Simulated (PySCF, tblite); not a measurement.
# C₇H₁₁S radical: geometry, infrared bands and EPR parameters

Wanted: the infrared bands and EPR parameters of C₇H₁₁S radical (`CSC[C@@H]1C[C@@H]2[CH][C@H]12`), by calculation.

Computed with tblite 0.8.0 and PySCF 2.14.0, with density-fitted response routines of our own, on a single molecule in the gas phase. Atoms are numbered from 0 throughout.

### 1 The molecule as given

19 atoms, charge 0, multiplicity 2; geometry from: force field or distance geometry start.

Bonds of the start (Å): C0–S1 1.84, S1–C2 1.79, C2–C3 1.51, C3–C4 1.52, C4–C5 1.49, C5–C6 1.51, C6–C7 1.52, C7–C3 1.50, C7–C5 1.51, C0–H8 1.11, C0–H9 1.10, C0–H10 1.12, C2–H11 1.11, C2–H12 1.10, C3–H13 1.11, C4–H14 1.12, C4–H15 1.09, C5–H16 1.09, C6–H17 1.11, C7–H18 1.08.

### 2 Geometry optimisation with GFN2-xTB

What the job is given:

```
{"job": {"kind": "relax", "xc": "GFN2-xTB", "basis": "xTB"}, "charge": 0, "multiplicity": 2}
C      3.022200     0.686200    -0.367600
S      1.559300     1.351500    -1.260500
C      0.294200     0.084900    -1.132300
C     -0.142800    -0.003500     0.306800
C     -1.219200    -1.041900     0.575600
C     -2.119600     0.057900     1.017000
C     -2.481400     1.084000    -0.030800
C     -1.110800     1.103600     0.617000
H      3.945700     1.047400    -0.866600
H      2.930300     0.998000     0.685600
H      2.987700    -0.427700    -0.518100
H     -0.582500     0.423600    -1.730700
H      0.648800    -0.920600    -1.400100
H      0.719400    -0.081300     1.004800
H     -1.555400    -1.531300    -0.375200
H     -0.973500    -1.818300     1.304300
H     -2.582600     0.079100     2.007600
H     -2.488200     0.681300    -1.065000
H     -0.861500     1.967500     1.220800
```

Run with:

```console
$ OMP_NUM_THREADS=1 python probes_run.py task.json out
```

This one command runs all jobs of the session in turn.

What it wrote:

```text
step      E/eV     max force
  0    -643.79726    3.653
  1    -644.18638    1.886
  2    -644.35230    0.890
  3    -644.46905    0.806
  4    -644.52358    0.706
  5    -644.55312    0.474
  6    -644.58092    0.446
  7    -644.60885    0.538
  8    -644.63121    0.453
  9    -644.64589    0.241
 10    -644.65249    0.189
 11    -644.65736    0.208
 12    -644.66305    0.238
 13    -644.66877    0.206
 14    -644.67335    0.146
 15    -644.67664    0.132
 16    -644.67951    0.132
 17    -644.68246    0.136
 18    -644.68543    0.146
 19    -644.68818    0.131
 20    -644.69075    0.111
 21    -644.69324    0.098
 22    -644.69549    0.104
 23    -644.69719    0.097
 24    -644.69835    0.082
 25    -644.69917    0.073
 26    -644.69979    0.056
 27    -644.70034    0.056
 28    -644.70082    0.055
 29    -644.70124    0.045
 30    -644.70160    0.038
 31    -644.70189    0.039
 32    -644.70215    0.037
 33    -644.70244    0.048
 34    -644.70275    0.048
 35    -644.70303    0.038
 36    -644.70324    0.034
 37    -644.70341    0.037
 38    -644.70357    0.042
 39    -644.70376    0.035
 40    -644.70396    0.031
 41    -644.70413    0.030
 42    -644.70429    0.043
 43    -644.70453    0.046
 44    -644.70481    0.042
 45    -644.70509    0.036
 46    -644.70533    0.034
 47    -644.70561    0.048
 48    -644.70601    0.059
 49    -644.70653    0.059
 50    -644.70706    0.065
 51    -644.70755    0.055
 52    -644.70803    0.061
 53    -644.70856    0.076
 54    -644.70912    0.059
 55    -644.70963    0.053
 56    -644.71007    0.057
 57    -644.71048    0.062
 58    -644.71086    0.057
 59    -644.71099    0.079
 60    -644.71139    0.043
 61    -644.71162    0.034
 62    -644.71199    0.058
 63    -644.71229    0.060
 64    -644.71262    0.042
 65    -644.71288    0.042
 66    -644.71318    0.041
 67    -644.71358    0.056
 68    -644.71410    0.057
 69    -644.71461    0.048
 70    -644.71504    0.043
 71    -644.71535    0.051
 72    -644.71533    0.065
 73    -644.71573    0.036
 74    -644.71582    0.018
 75    -644.71589    0.017
 76    -644.71593    0.017
 77    -644.71596    0.013
 78    -644.71599    0.009
```

It took 0.57 s on 1 thread of Arm Neoverse V1, shared host.

Step by step: (not every step is listed)

```tsv
step	energy from step 0 (eV)	largest force (eV/Å)
0	0.0000	3.6534
1	-0.3891	1.8856
2	-0.5550	0.8897
3	-0.6718	0.8059
4	-0.7263	0.7062
5	-0.7559	0.4739
6	-0.7837	0.4459
7	-0.8116	0.5383
8	-0.8339	0.4533
14	-0.8761	0.1461
20	-0.8935	0.1114
26	-0.9025	0.0556
32	-0.9049	0.0367
38	-0.9063	0.0422
44	-0.9075	0.0420
50	-0.9098	0.0651
56	-0.9128	0.0571
62	-0.9147	0.0581
68	-0.9168	0.0569
73	-0.9185	0.0364
74	-0.9186	0.0181
75	-0.9186	0.0167
76	-0.9187	0.0171
77	-0.9187	0.0126
78	-0.9187	0.0088
```

Distances of close pairs at the start and the end, largest changes first:

```tsv
bond	before (Å)	after (Å)	change (Å)
C6–C7	1.516	1.453	-0.063
C5–C6	1.511	1.453	-0.057
C4–C5	1.488	1.538	+0.050
C6–H17	1.110	1.064	-0.046
C3–C7	1.503	1.542	+0.039
C0–H10	1.125	1.087	-0.038
C4–H14	1.121	1.090	-0.031
S1–C2	1.795	1.824	+0.029
```

The final coordinates are the input of the step that follows.

### 3 Vibrational analysis with GFN2-xTB

What the job is given:

```
{"job": {"kind": "ir", "xc": "GFN2-xTB", "basis": "xTB"}, "charge": 0, "multiplicity": 2}
C      3.003204     0.735869    -0.487877
S      1.540005     1.333819    -1.381685
C      0.391006    -0.050727    -1.080437
C     -0.146373    -0.076151     0.334954
C     -1.297244    -1.071325     0.618756
C     -2.197411     0.103257     1.038349
C     -2.306919     1.079293    -0.032852
C     -1.071636     1.092315     0.731906
H      3.803115     1.437056    -0.700497
H      2.808899     0.714573     0.580385
H      3.268894    -0.253493    -0.850068
H     -0.418697     0.100163    -1.793597
H      0.916004    -0.976602    -1.322983
H      0.672291    -0.195695     1.046812
H     -1.651681    -1.634002    -0.244872
H     -1.079047    -1.761284     1.430848
H     -2.878659     0.049167     1.872955
H     -2.648330     1.156948    -1.037589
H     -0.717225     1.957244     1.270031
```

What it wrote:

```text
mode    cm-1     km/mol
  1      28.0      1.09
  2      65.2      2.17
  3     132.7      0.13
  4     150.5      1.42
  5     169.9      2.62
  6     275.2      0.11
  7     278.9      6.42
  8     356.0      1.89
  9     416.3     15.42
 10     583.1     13.40
 11     696.1      3.85
 12     717.7      1.61
 13     742.7      9.46
 14     826.7      4.32
 15     843.5      0.51
 16     861.8      8.13
 17     895.0      1.15
 18     923.3      0.55
 19     939.2      0.93
 20     961.8     15.68
 21     967.5      4.72
 22     971.4      2.32
 23    1018.6      3.31
 24    1040.7      5.60
 25    1059.5      2.75
 26    1079.4      0.72
 27    1111.4      7.04
 28    1144.6      1.32
 29    1150.7      2.51
 30    1176.9      3.37
 31    1212.2      0.92
 32    1220.3      2.80
 33    1241.6     12.29
 34    1312.2      1.80
 35    1322.1      1.07
 36    1415.6      1.47
 37    1433.8      0.67
 38    1449.3      7.36
 39    1458.0      5.46
 40    1473.3      0.16
 41    2956.3     16.54
 42    2963.1     28.64
 43    2985.0     45.28
 44    3003.6     13.49
 45    3012.3     41.54
 46    3020.9     11.67
 47    3026.8     14.03
 48    3063.8      2.51
 49    3064.0     56.78
 50    3071.5     37.02
 51    3189.9     18.72
```

Wall time 0.7 s (1 thread of Arm Neoverse V1, shared host).

The strongest bands and the atoms that carry them (share of the mass-weighted mode):

```tsv
cm⁻¹	km/mol	atoms
962	15.7	H8 21 %, H10 13 %, H16 11 %
2956	16.5	H12 81 %, H13 11 %
2963	28.6	H13 77 %, H12 12 %
2985	45.3	H14 86 %
3012	41.5	H15 88 %
3064	56.8	H16 65 %, H18 26 %
3072	37.0	H18 66 %, H16 26 %
3190	18.7	H17 92 %
```

### 4 EPR parameters: B3LYP/pcH-1

The job, as its differences from that of step 3:

```diff
@@ -1,2 +1,2 @@
-{"job": {"kind": "ir", "xc": "GFN2-xTB", "basis": "xTB"}, "charge": 0, "multiplicity": 2}
+{"job": {"kind": "epr", "basis": "pcH-1"}, "charge": 0, "multiplicity": 2}
 C      3.003204     0.735869    -0.487877
```

Level: UKS B3LYP, pcH-1 on C H S, non-relativistic, mean-field spin-orbit, GIAO.

What it wrote:

```text
UKS, coarse grid
  cycle   1  E = -671.38982832  |g| = 3.05e-01
  cycle   2  E = -671.38283191  |g| = 3.31e-01
  cycle   3  E = -671.43819651  |g| = 5.55e-02
  cycle   4  E = -671.43945334  |g| = 2.53e-02
  cycle   5  E = -671.43976502  |g| = 6.64e-03
  cycle   6  E = -671.43978639  |g| = 2.72e-03
  cycle   7  E = -671.43979196  |g| = 1.05e-03
  cycle   8  E = -671.43979061  |g| = 4.31e-04
UKS, final grid
  cycle   1  E = -671.43979623  |g| = 5.68e-04
  cycle   2  E = -671.43979604  |g| = 8.53e-04
  cycle   3  E = -671.43979640  |g| = 4.85e-05
  cycle   4  E = -671.43979640  |g| = 1.94e-05
E = -671.43979640 Eh   <S^2> = 0.7536 (exact 0.7500)
g shifts (ppm)      1          2          3
  rmc          -147       -147       -147
  gc             -4        -22         41
  oz_so          31        641        780
  total        -120        472        674
hyperfine (MHz)  atom isotope    a_iso     a_fc   dipolar eigenvalues
    0   13C      -0.00      -0.00     -0.15     -0.13      0.29
    1   33S       0.38       0.37     -0.41     -0.31      0.72
    2   13C       1.63       1.63     -0.90     -0.09      1.00
    3   13C      47.04      47.05     -5.50     -4.60     10.10
    4   13C      47.37      47.38     -5.35     -4.51      9.85
    5   13C     -11.28     -11.29     -4.33     -1.18      5.51
    6   13C     208.19     208.28    -79.53    -73.62    153.15
    7   13C     -13.16     -13.17     -4.07     -1.17      5.24
    8    1H       0.69       0.69     -0.36     -0.32      0.68
    9    1H       0.15       0.15     -0.60     -0.57      1.17
   10    1H       0.11       0.11     -0.45     -0.41      0.86
   11    1H      -0.31      -0.31     -3.90     -2.44      6.34
   12    1H       1.57       1.57     -1.51     -0.88      2.39
   13    1H       0.31       0.31     -3.46     -1.57      5.03
   14    1H      -2.81      -2.81     -4.09     -2.12      6.21
   15    1H       5.88       5.88     -3.45     -1.39      4.84
   16    1H      46.84      46.84     -5.04     -3.98      9.03
   17    1H     -16.83     -16.85    -35.78     -2.29     38.07
   18    1H      50.77      50.77     -5.10     -3.92      9.02
```

It took 2.4 min on 1 thread of Arm Neoverse V1, shared host; peak memory 1.1 GiB.

Principal g values 2.00220, 2.00279, 2.00299; g(iso) = 2.00266, against 2.00232 for a free electron.

Mean a(iso) over the nuclei that a row names, and the largest dipolar term of the row (other rows stand at the frozen geometry):

```tsv
nuclei	isotope	a(iso) (MHz)	a(iso) (G, at g = 2.0023)	largest dipolar term (MHz)
C6	13C	208.2	74.3	153.2
H18	1H	50.8	18.1	9.0
C4	13C	47.4	16.9	9.9
C3	13C	47.0	16.8	10.1
H16	1H	46.8	16.7	9.0
H17	1H	-16.8	-6.0	38.1
C7	13C	-13.2	-4.7	5.2
C5	13C	-11.3	-4.0	5.5
H15	1H	5.9	2.1	4.8
H14	1H	-2.8	-1.0	6.2
C2	13C	1.6	0.6	1.0
H12	1H	1.6	0.6	2.4
S1	33S	0.4	0.1	0.7
H8, H9, H10	1H	0.3	0.1	1.2
```

Mulliken spin populations:

C0 0.00; S1 0.00; C2 0.00; C3 0.05; C4 0.05; C5 -0.06; C6 0.99; C7 -0.06; H8 0.00; H9 0.00; H10 0.00; H11 0.00; H12 0.00; H13 0.00; H14 0.00; H15 0.00; H16 0.02; H17 -0.02; H18 0.02

In first order the couplings over 0.8 MHz of 1H give 64 distinct lines over 44.5 G, if the averaged nuclei exchange fast.

Orbitals, density, ELF and potential are computed afterwards from the orbital file.

ELF in a plane through or near 6 of the atoms.

Values, 10 rows by 14 columns:
```
0.00 0.00 0.00 0.00 0.00 0.00 0.00 0.00 0.00 0.00 0.00 0.00 0.00 0.00
0.00 0.00 0.00 0.00 0.00 0.00 0.00 0.00 0.00 0.00 0.00 0.00 0.00 0.00
0.00 0.00 0.00 0.00 0.08 0.49 0.05 0.02 0.04 0.37 0.41 0.00 0.00 0.00
0.00 0.00 0.55 0.26 0.21 0.89 0.30 0.29 0.61 0.66 0.63 0.03 0.00 0.00
0.00 0.06 0.99 0.99 0.52 0.65 0.07 0.60 0.30 0.60 0.38 0.05 0.00 0.00
0.00 0.01 0.40 0.65 0.32 0.06 0.27 0.56 0.24 0.25 0.76 0.42 0.00 0.00
0.00 0.00 0.07 0.94 0.74 0.01 0.25 0.59 0.47 0.77 0.18 0.05 0.00 0.00
0.00 0.00 0.01 0.49 0.18 0.00 0.01 0.05 0.84 0.73 0.04 0.00 0.00 0.00
0.00 0.00 0.00 0.00 0.00 0.00 0.00 0.01 0.45 0.33 0.01 0.00 0.00 0.00
0.00 0.00 0.00 0.00 0.00 0.00 0.00 0.00 0.00 0.00 0.00 0.00 0.00 0.00
```
The map spans 13.2 Å across and 9.0 Å up, centred on the molecule. Atoms in the plane (x, y in Å): C0 (-3.1, 0.1), C3 (0.3, -0.3), C4 (1.6, -1.1), C5 (2.4, 0.1), C7 (1.1, 1.0), H8 (-4.0, 0.7).

On the surface of density 0.002 e/bohr³ the electrostatic potential runs, from the 1st to the 99th percentile, from -1.13 V near S1 to 0.85 V near H17.

The spin density lies nearest to C6 67 %; H17 8 %.

### 5 Outcome

| quantity | value |
| --- | --- |
| strongest single infrared mode (GFN2-xTB) | 3064 cm⁻¹, 57 km/mol |
| zero-point energy (GFN2-xTB) | 97.9 kcal/mol |
| g(iso) (B3LYP) | 2.00266 |
| ⟨S²⟩ | 0.754 (exact 0.75) |
| largest a(iso) (averaged by class) | 13C on C6, 208.2 MHz |
| surface potential, 1st and 99th percentile | -1.13 V and 0.85 V |

In words: The optimisation took 78 steps and gained 0.919 eV; among the close pairs (by a distance rule), C6–C7 changed most, from 1.516 to 1.453 Å. No mode is imaginary among the 51: a minimum at this level. Unscaled tight-binding wavenumbers are off by several per cent, some by more. Its intensities can rank the bands wrongly. Most of the unpaired spin sits on C6 (0.99 e). The isotropic g lies 0.3 ppt above the free-electron value.
